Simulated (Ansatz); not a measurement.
**C8H16N2OTi: a ladder of functionals and wavefunction methods**

One table from this session's results is given with a row withheld; the runs are named, their logs left out.

The runs use Ansatz 0.2.0, Gaussian basis; functionals in def2-TZVPP, the program's frozen cores in correlated methods.

Levels to be run: LDA (SPW92), PBE-D4, revPBE-D4, BLYP-D4, r2SCAN-D4, B97M-V, PBE0-D4, B3LYP-D4, r2SCANh-D4, r2SCAN0-D4, HSE06-D4, BHLYP-D4, CAM-B3LYP-D4, LC-ωPBE, ωB97X-V, ωB97M-V, B2PLYP, PBE-QIDH; CCSD(T)/def2-SVP; CCSD(T)/def2-TZVPP; MP2/def2-QZVPP; extrapolation to the limit; RPA on PBE.

## The geometry

All runs share one geometry, relaxed beforehand with PBE0-D4 in a triple-zeta def2 set.

SMILES `C[O][Ti]1234([NH2])([N](C)C)[C@H]5[C@@H]1[C@@H]2[C@@H]3[C@H]54`, 28 atoms, charge 0, spin multiplicity 1.

Atoms are counted from 1 here; the program's logs count them from 0.

Bond lengths: C1–O2 1.394 Å, C1–H13 1.099 Å, C1–H14 1.096 Å, C1–H15 1.097 Å, O2–Ti3 1.825 Å, Ti3–N4 1.904 Å, Ti3–N5 1.907 Å, Ti3–C8 2.361 Å, Ti3–C9 2.365 Å, Ti3–C10 2.405 Å, Ti3–C11 2.427 Å, Ti3–C12 2.416 Å, N4–H16 1.007 Å, N4–H17 1.012 Å, N5–C6 1.440 Å, N5–C7 1.440 Å, C6–H18 1.091 Å, C6–H19 1.102 Å and more. Angles: O2–C1–H13 111.6°, O2–C1–H14 109.9°, O2–C1–H15 111.1°, H13–C1–H14 108.2°, H13–C1–H15 107.9°, H14–C1–H15 108.1°, C1–O2–Ti3 130.1°, O2–Ti3–N4 109.8°, O2–Ti3–N5 98.9°, O2–Ti3–C8 93.3°, O2–Ti3–C9 127.0°, O2–Ti3–C10 142.9°, O2–Ti3–C11 112.7°, O2–Ti3–C12 86.4°, N4–Ti3–N5 99.7°, N4–Ti3–C8 141.4°, N4–Ti3–C9 119.5°, N4–Ti3–C10 87.7° and more.

Set-up of the first run:

in.yaml reads:

```yaml
crystal:
  periodic: [false, false, false]
  atoms:
    - {symbol: C, position_ang: [-1.286389, -0.663294, -2.648555]}
    - {symbol: O, position_ang: [-0.173128, -0.722677, -1.812321]}
    - {symbol: Ti, position_ang: [-0.046314, -0.493430, -0.006011]}
    - {symbol: N, position_ang: [-1.542809, -1.297408, 0.854415]}
    - {symbol: N, position_ang: [-0.563796, 1.338982, 0.097285]}
    - {symbol: C, position_ang: [-0.989569, 1.949660, 1.329579]}
    - {symbol: C, position_ang: [-0.178585, 2.320489, -0.884010]}
    - {symbol: C, position_ang: [2.313673, -0.540504, -0.027409]}
    - {symbol: C, position_ang: [1.915338, -0.052801, 1.239805]}
    - {symbol: C, position_ang: [1.263656, -1.099294, 1.917378]}
    - {symbol: C, position_ang: [1.260193, -2.232405, 1.070939]}
    - {symbol: C, position_ang: [1.921757, -1.890172, -0.120789]}
    - {symbol: H, position_ang: [-1.885855, 0.238342, -2.460974]}
    - {symbol: H, position_ang: [-0.965479, -0.648280, -3.696680]}
    - {symbol: H, position_ang: [-1.935450, -1.535743, -2.503966]}
    - {symbol: H, position_ang: [-1.600089, -2.087066, 1.477192]}
    - {symbol: H, position_ang: [-2.473491, -0.971793, 0.625860]}
    - {symbol: H, position_ang: [-1.309195, 1.189773, 2.044331]}
    - {symbol: H, position_ang: [-0.187284, 2.544571, 1.795767]}
    - {symbol: H, position_ang: [-1.834633, 2.632651, 1.156242]}
    - {symbol: H, position_ang: [0.112018, 1.838319, -1.818407]}
    - {symbol: H, position_ang: [-1.008135, 3.011214, -1.095488]}
    - {symbol: H, position_ang: [0.669155, 2.935162, -0.540578]}
    - {symbol: H, position_ang: [2.802687, 0.031679, -0.802391]}
    - {symbol: H, position_ang: [2.065322, 0.950373, 1.610206]}
    - {symbol: H, position_ang: [0.808949, -1.036315, 2.894688]}
    - {symbol: H, position_ang: [0.810551, -3.188945, 1.292585]}
    - {symbol: H, position_ang: [2.036881, -2.521099, -0.988696]}
basis:
  gaussian: {orbitals: def2-TZVPP}
hamiltonian: {xc: lda}
output: {orbitals: {seedname: orbitals}}
```

Run with:

```
> ansatz run in.yaml --threads 11 --pin off --events-out ev --progress --plain --max-ram 174080MiB --backend cuda --devices 0, --max-vram 75GiB
```

Among the steps run: LDA; PBE-D4 (GGA); revPBE-D4 (GGA); BLYP-D4 (GGA); r2SCAN-D4 (meta-GGA); B97M-V (meta-GGA); B3LYP-D4 (hybrid); r2SCANh-D4 (hybrid); r2SCAN0-D4 (hybrid); HSE06-D4 (hybrid); BHLYP-D4 (hybrid); CAM-B3LYP-D4 (range-separated); LC-ωPBE (range-separated); ωB97X-V (range-separated); ωB97M-V (range-separated); B2PLYP (double hybrid); PBE-QIDH (double hybrid).

One table of the session follows, with a row left open; its other results are not shown here.

It belongs to the step «Orbital energies across the functionals». 

| functional | HOMO (eV) | gap (eV) |
| --- | --- | --- |
| LDA (SPW92) | -4.97 | 2.84 |
| PBE-D4 | -4.81 | 2.92 |
| revPBE-D4 | -4.74 | 2.94 |
| BLYP-D4 | -4.69 | 2.91 |
| r2SCAN-D4 | -4.99 | 3.21 |
| B97M-V | -5.11 | 3.29 |
| PBE0-D4 | -5.93 | 5.06 |
| B3LYP-D4 | -5.75 | 4.61 |
| r2SCANh-D4 | -5.42 | 4.03 |
| r2SCAN0-D4 | -6.08 | 5.28 |
| HSE06-D4 | -5.54 | 4.29 |
| BHLYP-D4 | -6.99 | 7.28 |
| CAM-B3LYP-D4 | -7.23 | 7.46 |
| LC-ωPBE | -8.48 | 9.84 |
| ωB97X-V | ? | ? |
| ωB97M-V | -8.11 | 9.35 |

Q: Estimate the row for ωB97X-V from the others.

As computed: HOMO (eV): -8.18; gap (eV): 9.49. In the column «HOMO (eV)» it lies between LC-ωPBE (-8.48) and ωB97M-V (-8.11).
